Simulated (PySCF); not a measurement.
# F2Yb (Yb(F)2): the cost of one run

Program: PySCF 2.14.0. Level of theory: PBE0, Yb lcecp-0-SVP with ECP60, F def2-SVP; scalar-relativistic core potentials, no spin–orbit coupling. These are calculated values, not measurements.

1 further run of the same task is left out (for a known fault of the program).

**1. Starting geometry**

3 atoms, charge 0, spin multiplicity 1.

Bond lengths: Yb1–F2 2.182 Å, Yb1–F3 2.182 Å. Angles: F2–Yb1–F3 131.8°.

As a file:

```
Yb    0.0000    0.0000    0.0000
F     1.9919    0.0000    0.8914
F    -1.9919    0.0000    0.8914
```

Formal oxidation states: Yb +2. Each metal's 14 4f electrons lie in its core potential, so multiplicities, spins and levels count the valence alone.

**2. SCF at the start, singlet**

The input, run.py (the lines that set the calculation):

```python
mol = gto.M(atom='''
Yb     0.00000     0.00000     0.00000
F      1.99190     0.00000     0.89140
F     -1.99190     0.00000     0.89140''',
    basis={'Yb': 'lcecp-0-SVP', 'F': 'def2-SVP'},
    ecp={'Yb': 'lcecp-0-SVP'},
    charge=0, spin=0)
mf = dft.RKS(mol, xc='PBE0')
mf.grids.atom_grid = (50, 194)  # f atoms: unpruned, at least (60, 302)
mf = mf.density_fit()  # fitting sets: Yb AutoAux, F def2-universal-JKFIT
mf.conv_tol = 1e-08; mf.max_cycle = 55
mf.kernel(dm0)  # dm0: free metal ions and neutral atoms
```

Launch:

```bash
OMP_NUM_THREADS=2 python run.py
```

**Question.** How long does this run take on 2 threads of Arm Neoverse V2, shared host, and how much memory does it need?

About 1.4 s, with a peak of 0.31 GiB.
